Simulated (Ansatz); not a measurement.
# GeH (doublet): from Hartree-Fock to the top rungs at distance Ge1–H2 = 1.784 Å, cc-pVTZ

Aim: climb from Hartree-Fock through coupled cluster and multireference methods for GeH (doublet) at one geometry and basis, and see what each rung misses.

The runs use Ansatz 0.2.0, Gaussian basis; cc-pVTZ, core rule «outside noble gas», up to 14 orbitals frozen.

To be run: UHF; CCSD(T) on ROHF; CCSD(T) on UHF; BCCD(T) on ROHF; CISD; CCSDT(Q) on ROHF; CCSDT(Q) on UHF; CASSCF and MRCISD+Q, 3 electrons in 3 orbitals; CASSCF and NEVPT2, 3 electrons in 3 orbitals; CASSCF and MRCISD+Q, 5 electrons in 5 orbitals; CASSCF and NEVPT2, 5 electrons in 5 orbitals; Full CI.

19 further runs of the same task are left out: 13 that didn't finish, 6 set aside as unsound or not needed.

## (1) The geometry

The geometry derives from a PBE0/def2-TZVP stationary point (not a proven minimum). One bond is set to the value named and the two fragments are kept rigid. No spin-orbit coupling is included. The filled d shell of Ge may be among the frozen orbitals whatever the setting's name suggests; the logs give the count.

2 atoms, charge 0, spin multiplicity 2.

Atoms are counted from 1 here; the program's logs count them from 0.

Bond lengths: Ge1–H2 1.784 Å.

## (2) UHF

The input, in.yaml:

```yaml
crystal:
  periodic: [false, false, false]
  atoms:
    - {symbol: Ge, position_ang: [0.000000, 0.000000, 0.000000]}
    - {symbol: H, position_ang: [0.000000, 0.000000, 1.784000]}
basis:
  gaussian: {orbitals: cc-pVTZ}
magnetization: {spin_polarized: true, initial_magnetization: 1}
hamiltonian: {xc: hf}
output: {orbitals: {seedname: orbitals}}
```

Started as:

```bash
$ ansatz run in.yaml --threads 1 --pin off --events-out ev --progress --plain --max-ram 2393MiB
```

After this run come: CCSD(T) on ROHF; CCSD(T) on UHF; BCCD(T) on ROHF; CISD; CCSDT(Q) on ROHF; CCSDT(Q) on UHF; CASSCF and MRCISD+Q, 3 electrons in 3 orbitals; CASSCF and NEVPT2, 3 electrons in 3 orbitals; CASSCF and MRCISD+Q, 5 electrons in 5 orbitals; CASSCF and NEVPT2, 5 electrons in 5 orbitals; Full CI.

Before running them: what should the planned runs give, taken together? Wanted: FCI below the RHF energy; RMP2 from FCI; UMP2 from FCI; RCCSD from FCI; RCCSD(T) from FCI; UCCSD(T) from FCI; RCCSDT(Q) from FCI; UCCSDT(Q) from FCI; NEVPT2 pair from FCI.

**Answer**, as computed:

```
                         quantity                                                                                               value
         FCI below the RHF energy                                                                                          -2.8639 eV
                    RMP2 from FCI                                                                                        +65.4 kJ/mol
                    UMP2 from FCI                                                                                        +66.2 kJ/mol
                   RCCSD from FCI                                                                                         +9.4 kJ/mol
                RCCSD(T) from FCI                                                                                         +1.9 kJ/mol
                UCCSD(T) from FCI                                                                                         +1.6 kJ/mol
               RCCSDT(Q) from FCI                                                                                          0.0 kJ/mol
               UCCSDT(Q) from FCI                                                                                         -0.4 kJ/mol
             NEVPT2 pair from FCI                                                                                        +58.0 kJ/mol
           MRCISD+Q pair from FCI                                                                                         -2.3 kJ/mol
          NEVPT2 valence from FCI                                                                                        +48.9 kJ/mol
levels within 1 kcal/mol (43 meV)  RCCSD(T), UCCSD(T), BCCD(T), RCCSDT, UCCSDT, RCCSDT(Q), UCCSDT(Q), MRCISD+Q pair, MRCISD+Q valence
                    T1 diagnostic                                                                                               0.022
   effectively unpaired electrons                                                                                                1.07
```

In words: RCCSD(T) lands +1.9 kJ/mol from the yardstick (0.7 % of the correlation energy). UCCSDT(Q), MRCISD+Q pair fall below full CI: unrestricted runs freeze a spin-polarised core, another one than full CI's, and coupled cluster isn't variational. One determinant dominates. Of the multireference levels listed MRCISD+Q valence comes nearest in total energy (+0.2 kJ/mol), which doesn't show that its space is the better one. These misses are within one basis, not against nature; the frozen cores of restricted and unrestricted runs differ, which can shift their rows.
